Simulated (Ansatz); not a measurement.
# C2H4OSi: how energies converge with the basis set

An exercise on one series of results from a longer session: the logs are not shown, and one member is left open.

Method: one geometry, several basis sets; program: Ansatz 0.2.0, Gaussian basis.

Plan: PBE0-D4/def2-SVP; ωB97M-V/def2-SVP; PBE0-D4/def2-QZVPP; ωB97M-V/def2-QZVPP; the functionals' def2-TZVPP values are taken from earlier runs.

## The geometry

An earlier PBE0-D4 in a triple-zeta def2 set relaxation fixed the geometry.

SMILES `C#CO[SiH3]`, 8 atoms, charge 0, spin multiplicity 1.

Atoms are counted from 1 here; the program's logs count them from 0.

Bond lengths: C1–C2 1.199 Å, C1–H5 1.062 Å, C2–O3 1.291 Å, O3–Si4 1.682 Å, Si4–H6 1.477 Å, Si4–H7 1.481 Å, Si4–H8 1.481 Å. Angles: C2–C1–H5 179.4°, C1–C2–O3 179.0°, C2–O3–Si4 122.2°, O3–Si4–H6 104.1°, O3–Si4–H7 109.1°, O3–Si4–H8 109.1°, H6–Si4–H7 111.8°, H6–Si4–H8 111.9°, H7–Si4–H8 110.5°.

Set-up of the first run:

Contents of in.yaml:

```yaml
crystal:
  periodic: [false, false, false]
  atoms:
    - {symbol: C, position_ang: [0.080547, 0.633882, -2.197625]}
    - {symbol: C, position_ang: [0.194648, 0.709231, -1.006576]}
    - {symbol: O, position_ang: [0.324850, 0.811445, 0.274210]}
    - {symbol: Si, position_ang: [-0.051535, -0.454086, 1.315913]}
    - {symbol: H, position_ang: [-0.017231, 0.576755, -3.253821]}
    - {symbol: H, position_ang: [0.237913, 0.086890, 2.659318]}
    - {symbol: H, position_ang: [0.805329, -1.618483, 0.994299]}
    - {symbol: H, position_ang: [-1.482321, -0.802735, 1.158582]}
basis:
  gaussian: {orbitals: def2-SVP}
hamiltonian: {xc: pbe0, dispersion: d4}
output: {orbitals: {seedname: orbitals}}
```

Launch:

```
$ ansatz run in.yaml --threads 2 --pin off --events-out ev --progress --plain --max-ram 4352MiB
```

Among the steps run: PBE0-D4 in def2-SVP; ωB97M-V in def2-SVP; PBE0-D4 in def2-QZVPP; ωB97M-V in def2-QZVPP.

One table of the session follows, with a row left open; its other results are not shown here.

```
functional       basis  HOMO (eV)  LUMO (eV)
   PBE0-D4    def2-SVP      -7.22       0.07
   PBE0-D4  def2-TZVPP      -7.30      -0.38
   PBE0-D4  def2-QZVPP      -7.33      -0.51
   ωB97M-V    def2-SVP      -9.47       2.05
   ωB97M-V  def2-TZVPP          ?          ?
   ωB97M-V  def2-QZVPP      -9.60       0.98
```

Estimate the missing values for ωB97M-V, def2-TZVPP.

As computed: HOMO (eV): -9.58; LUMO (eV): 1.34. In the column «HOMO (eV)» it lies between ωB97M-V, def2-QZVPP (-9.60) and ωB97M-V, def2-SVP (-9.47).
